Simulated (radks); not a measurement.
# Mg inside a hard spherical wall

An exercise on one series of results from a longer session: the logs are not shown, and one member is left open.

Program: radks (a radial shooting solver on a logarithmic mesh, Libxc functionals) version 1. Level of theory: non-relativistic Kohn-Sham, r2SCAN, spin-polarised, spherical densities, point nucleus. These are calculated values, not measurements, unless marked.

## What is computed

| Quantity | Value |
| --- | --- |
| element | magnesium (Z = 12) |
| charge | 0 |
| electrons | 12 |
| configuration | [Ne] 3s2 |

The outer shells:

Mg
```
[Ne] core
3s [↑↓]
```

Set-up of the first run:

Input:

```text
Z 12
configuration [Ne] 3s2 3p0 4s0 3d0
relativity non-relativistic
functional r2scan,r2scan
spin polarised
nucleus point
```

Among the steps run: The free atom; Wall at 20 bohr; Wall at 15 bohr; Wall at 12 bohr; Wall at 8 bohr; Wall at 7 bohr; Wall at 2.5 bohr; Wall at 1.5 bohr.

One of the session's tables, all rows but one given; the rest of the session is left out.

```
R (bohr)  E − E(free) (eV)  ε(3s) (eV)  ε(3p, empty) (eV)
    free             0.000      -4.811             -1.173
      20             0.000      -4.811             -1.173
      15             0.000      -4.811             -1.171
      12                 ?           ?                  ?
       8             0.120      -4.589             -0.696
       7             0.361      -4.275             -0.146
     2.5            62.948      33.207             44.361
     1.5            402.56      188.89             191.03
```

**Question.** Estimate the row for R (bohr) = 12.

Worked estimate for «E − E(free) (eV)». A straight line through the neighbours (15, 0.000) and (8, 0.120) gives 0.000 + (0.120 − 0.000) × (12 − 15) / (8 − 15) = 0.051; a parabola fitted to 4 rows on both sides gives 0.033.

**Answer.** E − E(free) (eV): 0.001; ε(3s) (eV): -4.807; ε(3p, empty) (eV): -1.154. In «E − E(free) (eV)» the line misses by +0.050 and the parabola by +0.032.

Shells are not refilled when levels cross, and a hard wall is a model, not a crystal.
